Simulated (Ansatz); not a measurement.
# AlCl3H2S: small, medium and large basis sets

The task here is to estimate one member of a computed series from the others.

The runs use Ansatz 0.2.0, Gaussian basis; one geometry, several basis sets.

The runs, in order: PBE0-D4/def2-SVP; ωB97M-V/def2-SVP; PBE0-D4/def2-QZVPP; ωB97M-V/def2-QZVPP; the functionals' def2-TZVPP values are taken from earlier runs.

## Structure used throughout

An earlier PBE0-D4 in a triple-zeta def2 set relaxation fixed the geometry.

SMILES `[SH2+][Al-]([Cl])([Cl])[Cl]`, 7 atoms, charge 0, spin multiplicity 1.

Atoms are counted from 1 here; the program's logs count them from 0.

Bond lengths: S1–Al2 2.468 Å, S1–H6 1.346 Å, S1–H7 1.346 Å, Al2–Cl3 2.100 Å, Al2–Cl4 2.100 Å, Al2–Cl5 2.105 Å. Angles: Al2–S1–H6 95.8°, Al2–S1–H7 95.8°, H6–S1–H7 93.0°, S1–Al2–Cl3 98.6°, S1–Al2–Cl4 98.6°, S1–Al2–Cl5 101.3°, Cl3–Al2–Cl4 118.4°, Cl3–Al2–Cl5 116.8°, Cl4–Al2–Cl5 116.8°.

Set-up of the first run:

The input, in.yaml:

```yaml
crystal:
  periodic: [false, false, false]
  atoms:
    - {symbol: S, position_ang: [-0.829214, 0.731183, 1.055673]}
    - {symbol: Al, position_ang: [0.397402, -0.804383, -0.436339]}
    - {symbol: Cl, position_ang: [1.691913, -1.654629, 0.982140]}
    - {symbol: Cl, position_ang: [-1.228093, -1.946191, -1.118067]}
    - {symbol: Cl, position_ang: [1.248418, 0.547158, -1.807181]}
    - {symbol: H, position_ang: [-1.399442, 1.450442, 0.071365]}
    - {symbol: H, position_ang: [0.180217, 1.608418, 1.206710]}
basis:
  gaussian: {orbitals: def2-SVP}
hamiltonian: {xc: pbe0, dispersion: d4}
output: {orbitals: {seedname: orbitals}}
```

Steps of the session up to this table: PBE0-D4 in def2-SVP; ωB97M-V in def2-SVP; PBE0-D4 in def2-QZVPP; ωB97M-V in def2-QZVPP.

One of the session's tables, all rows but one given; the rest of the session is left out.

It belongs to the step «Functionals by basis». 

```
functional       basis  HOMO (eV)
   PBE0-D4    def2-SVP      -8.53
   PBE0-D4  def2-TZVPP      -8.73
   PBE0-D4  def2-QZVPP          ?
   ωB97M-V    def2-SVP     -10.71
   ωB97M-V  def2-TZVPP     -10.98
   ωB97M-V  def2-QZVPP     -11.05
```

Q: Estimate the row for PBE0-D4, def2-QZVPP from the others.

**Answer.** HOMO (eV): -8.78. In the column «HOMO (eV)» it lies between ωB97M-V, def2-SVP (-10.71) and PBE0-D4, def2-TZVPP (-8.73).
